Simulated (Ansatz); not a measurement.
# C2H5ClF2Si: up Jacob's ladder to CCSD(T)

An exercise on one series of results from a longer session: the logs are not shown, and one member is left open.

Computed with Ansatz 0.2.0, Gaussian basis. Level: functionals in def2-TZVPP, the program's frozen cores in correlated methods.

Plan: PBE-D4, r2SCAN-D4, PBE0-D4, B3LYP-D4, ωB97X-V, ωB97M-V, B2PLYP; CCSD(T)/def2-TZVPP; MP2/def2-QZVPP; extrapolation to the limit.

## The relaxed structure

The geometry comes from an earlier relaxation with PBE0-D4 in a triple-zeta def2 set; it is a stationary point, not always the lowest conformer.

11 atoms, charge 0, spin multiplicity 1.

Atoms are counted from 1 here; the program's logs count them from 0.

Bond lengths: F1–C2 1.344 Å, C2–F3 1.344 Å, C2–Cl4 1.785 Å, C2–C5 1.500 Å, C5–Si6 1.896 Å, C5–H7 1.092 Å, C5–H8 1.092 Å, Si6–H9 1.483 Å, Si6–H10 1.485 Å, Si6–H11 1.483 Å. Angles: F1–C2–F3 106.8°, F1–C2–Cl4 107.4°, F1–C2–C5 111.3°, F3–C2–Cl4 107.4°, F3–C2–C5 111.3°, Cl4–C2–C5 112.4°, C2–C5–Si6 114.7°, C2–C5–H7 108.3°, C2–C5–H8 108.2°, Si6–C5–H7 109.1°, Si6–C5–H8 109.1°, H7–C5–H8 107.3°, C5–Si6–H9 110.6°, C5–Si6–H10 106.6°, C5–Si6–H11 110.6°, H9–Si6–H10 109.5°, H9–Si6–H11 110.0°, H10–Si6–H11 109.5°.

The first run:

in.yaml

```yaml
crystal:
  periodic: [false, false, false]
  atoms:
    - {symbol: F, position_ang: [-1.921120, -0.528127, -0.284997]}
    - {symbol: C, position_ang: [-0.725159, -0.781777, -0.844118]}
    - {symbol: F, position_ang: [-0.312244, -1.965252, -0.358251]}
    - {symbol: Cl, position_ang: [-0.988197, -0.986876, -2.597905]}
    - {symbol: C, position_ang: [0.260682, 0.306178, -0.537281]}
    - {symbol: Si, position_ang: [0.587685, 0.581522, 1.310252]}
    - {symbol: H, position_ang: [-0.107996, 1.235667, -0.976486]}
    - {symbol: H, position_ang: [1.202672, 0.064046, -1.034063]}
    - {symbol: H, position_ang: [-0.658354, 0.980898, 2.007596]}
    - {symbol: H, position_ang: [1.581880, 1.680891, 1.404947]}
    - {symbol: H, position_ang: [1.145652, -0.644071, 1.930705]}
basis:
  gaussian: {orbitals: def2-TZVPP}
hamiltonian: {xc: pbe, dispersion: d4}
output: {forces: true, orbitals: {seedname: orbitals}}
```

Command:

```
$ ansatz run in.yaml --threads 4 --pin off --events-out ev --progress --plain --max-ram 10444MiB
```

Steps of the session up to this table: PBE-D4 (GGA); r2SCAN-D4 (meta-GGA); PBE0-D4 (hybrid); B3LYP-D4 (hybrid); ωB97X-V (range-separated); ωB97M-V (range-separated); B2PLYP (double hybrid); CCSD(T) in def2-TZVPP; MP2 in def2-QZVPP.

One of the session's tables, all rows but one given; the rest of the session is left out.

| method | atomisation energy (kcal/mol) |
| --- | --- |
| PBE-D4 | 948.3 |
| r2SCAN-D4 | 931.9 |
| PBE0-D4 | 928.6 |
| B3LYP-D4 | 921.5 |
| ωB97X-V | 932.3 |
| ωB97M-V | 931.0 |
| B2PLYP | 913.0 |
| HF/def2-TZVPP | ? |
| MP2/def2-TZVPP | 922.4 |
| CCSD/def2-TZVPP | 886.1 |
| CCSD(T)/def2-TZVPP | 901.7 |
| MP2/CBS | 947.2 |
| CCSD(T)/CBS | 926.5 |

**Question.** Estimate the row for HF/def2-TZVPP.

As computed: atomisation energy (kcal/mol): 667.9. In the column «atomisation energy (kcal/mol)» it is the lowest.

Limits of these values: Free atoms (2 F, 2 C, 1 Cl, 1 Si, 5 H) were run apart at each level; the atomisation energy is their sum less the molecule, without zero-point or spin-orbit terms.
